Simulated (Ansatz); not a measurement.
# Os (sc type): how the settings move a single-point run

Question: which choices in the input matter for Os (sc type)?

Method: reference: DFT, LDA, PAW with Ansatz's default frozen-core files, scalar-relativistic, in Ansatz 0.2.0.

1 further run of the same task is left out (it didn't finish). Runs told in other sessions of the task aren't counted.

## (1) The system as given

Symmetry: Pm-3m, No. 221, cubic system. The conventional cell has a = 2.375 Å, b = 2.375 Å, c = 2.375 Å, α = 90.00°, β = 90.00°, γ = 90.00°. Os (site symmetry m-3m) is surrounded by 6 Os at 2.37 Å.

Structure file:

```xyz
1
Lattice="2.3747 0.0000 0.0000 0.0000 2.3747 0.0000 0.0000 0.0000 2.3747" Properties=species:S:1:pos:R:3 pbc="T T T"
Os    0.0000    0.0000    0.0000
```

## (2) The reference run

File input.yaml:

```yaml
crystal:
  lattice:
    - [2.3746615279, 0.0, 0.0]
    - [0.0, 2.3746615279, 0.0]
    - [0.0, 0.0, 2.3746615279]
  atoms:
    - { symbol: Os, position: [0.0, 0.0, 0.0] }
kpoints:
  mp_grid: { grid: [17, 17, 17] }
scf:
  occupations: { method: fermi_dirac, width: 0.05 }
hamiltonian:
  xc: lda
  pseudopotentials: { kind: paw }
output:
  forces: true
  stress: true
  eigenvalues: true
  populations: true
```

Run with:

```bash
> ansatz run input.yaml --threads 1 --pin off --max-ram 2048MiB --backend cpu --events-out ev --progress --plain --runs-dir out
```

## (3) Changed: preconditioner kerker_dos

input.yaml, as its differences from that of step 2:

```diff
@@ -11,2 +11,3 @@
   occupations: { method: fermi_dirac, width: 0.05 }
+  mixing: { preconditioner: kerker_dos }
 hamiltonian:
```

What does the calculation give? Wanted: for each run, ending; energy change; pressure; gap; force.

**Answer**, as computed:

```
                         run     ending  energy change  pressure (GPa)  gap (eV)  force (eV/Å)  cycles   time
                   reference  converged              0            79.9      0.00          0.00       6  2.2 s
1: preconditioner kerker_dos  converged   0.0 meV/atom            79.9      0.00          0.00       6    2 s
```

Residual by cycle in the longest SCF loop of each run; runs are numbered as in the table. The quantity is the density residual dr2, in eV.

```
cycle  reference    run 1
    1    0.00119  0.00119
    2     4.0e-4   5.6e-4
    3     3.2e-6   2.2e-5
    4     3.0e-7   4.0e-6
    5     6.9e-9   9.3e-7
    6    7.4e-10   6.2e-9
```

**Reading.** Energy and cycle count are those of the reference, so the change (mixing) left the result and the number of cycles as they were. The structure is not at rest: the sound run finds 80 GPa, so these are no properties of the relaxed crystal. 
